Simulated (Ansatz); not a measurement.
# LiZr2N2: the cost of one run

Program: Ansatz 0.2.0. Level of theory: DFT PBE, scalar-relativistic, plane waves, PAW. These are calculated values, not measurements.

### 1 The structure to begin with

Symmetry: P6/mmm, No. 191, hexagonal system. The conventional cell has a = 4.182 Å, b = 4.182 Å, c = 4.189 Å, α = 90.00°, β = 90.00°, γ = 120.00°. Li (site symmetry 6/mmm) is surrounded by 6 N at 2.41 Å. Zr (site symmetry -6m2) is surrounded by 2 N at 2.09 Å. N (site symmetry -6m2) is surrounded by 2 Zr at 2.09 Å and 3 Li at 2.41 Å.

As a file:

```cif
data_structure
_symmetry_space_group_name_H-M 'P 1'
_symmetry_Int_Tables_number 1
_cell_length_a 4.1816
_cell_length_b 4.1816
_cell_length_c 4.1885
_cell_angle_alpha 90.000
_cell_angle_beta 90.000
_cell_angle_gamma 120.000
_cell_volume 63.43
loop_
_atom_site_label
_atom_site_type_symbol
_atom_site_fract_x
_atom_site_fract_y
_atom_site_fract_z
_atom_site_occupancy
Li1 Li 0.00000 0.00000 0.50000 1
Zr1 Zr 0.33333 0.66667 0.00000 1
Zr2 Zr 0.66667 0.33333 0.00000 1
N1 N 0.33333 0.66667 0.50000 1
N2 N 0.66667 0.33333 0.50000 1
```

The cell is invented: random cell by space group and Wyckoff sites (P6/mmm, No. 191). The dimensions are guesses.

### 2 The guess as it stands, on a coarse mesh

input.yaml

```yaml
crystal:
  lattice:
    - [4.18158825, 0.0, 0.0]
    - [-2.09079412, 3.62136165, 0.0]
    - [0.0, 0.0, 4.18850363]
  atoms:
    - { symbol: Li, position: [0.0, 0.0, 0.5] }
    - { symbol: Zr, position: [0.33333333, 0.66666667, 0.0] }
    - { symbol: Zr, position: [0.66666667, 0.33333333, 0.0] }
    - { symbol: "N", position: [0.33333333, 0.66666667, 0.5] }
    - { symbol: "N", position: [0.66666667, 0.33333333, 0.5] }
basis:
  ecutwfc: 420
kpoints:
  mp_grid: { grid: [6, 6, 4] }
hamiltonian:
  xc: pbe
scf:
  occupations: { method: gaussian, width: 0.1 }
  lower_state_search: "off"
output:
  forces: true
  stress: true
  eigenvalues: true
```

Run with:

```console
$ ansatz run input.yaml --threads 1 --pin off --max-ram 2560MiB --backend cpu --events-out ev --progress --plain --runs-dir out
```

**Question.** How long does this run take on 1 thread of Arm Neoverse V1, shared host, and how much memory does it need?

About 3.9 s, with a peak of 0.33 GiB.
